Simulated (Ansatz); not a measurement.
# HNZr: the cost of one run

Program: Ansatz 0.2.0, Gaussian basis. Level of theory: the settings change from run to run. These are calculated values, not measurements.

26 further runs of the same task are left out: 8 for a known fault of the program, 8 that didn't finish, 10 set aside as unsound or not needed. Runs told in other sessions of the task aren't counted.

## 1. The geometry

The geometry is a PBE0/def2-TZVP stationary point (not a proven minimum) with its atoms shifted at random (size 0.100 Å). No spin-orbit coupling is included. Elements past krypton take def2 core potentials.

3 atoms, charge 1, spin multiplicity 4.

Atoms are counted from 1 here; the program's logs count them from 0.

Bond lengths: Zr1–N2 1.925 Å, N2–H3 1.031 Å. Angles: Zr1–N2–H3 170.6°.

Geometry (Å):

```xyz
3
HNZr
Zr    0.0844    0.0052    1.6213
N    -0.0805    0.0136   -0.2969
H    -0.0039   -0.0188   -1.3244
```

## 2. BCCD(T) on ROHF/def2-mTZVP

Input file in.yaml:

```yaml
crystal:
  periodic: [false, false, false]
  atoms:
    - {symbol: Zr, position_ang: [0.084376, 0.005225, 1.621336]}
    - {symbol: N, position_ang: [-0.080498, 0.013599, -0.296896]}
    - {symbol: H, position_ang: [-0.003878, -0.018825, -1.324440]}
basis:
  gaussian: {orbitals: def2-mTZVP}
total_charge: 1
magnetization: {spin_polarized: false, initial_magnetization: 3}
correlation: {method: bccd_t, electrons: outside_noble_gas}
output: {forces: true}
```

On the command line:

```bash
> ansatz run in.yaml --threads 1 --pin off --events-out ev --progress --plain --max-ram 2393MiB
```

Q: Estimate wall time and peak memory on 1 thread of Arm Neoverse V2, shared host.

About 48 s, with a peak of 0.35 GiB.
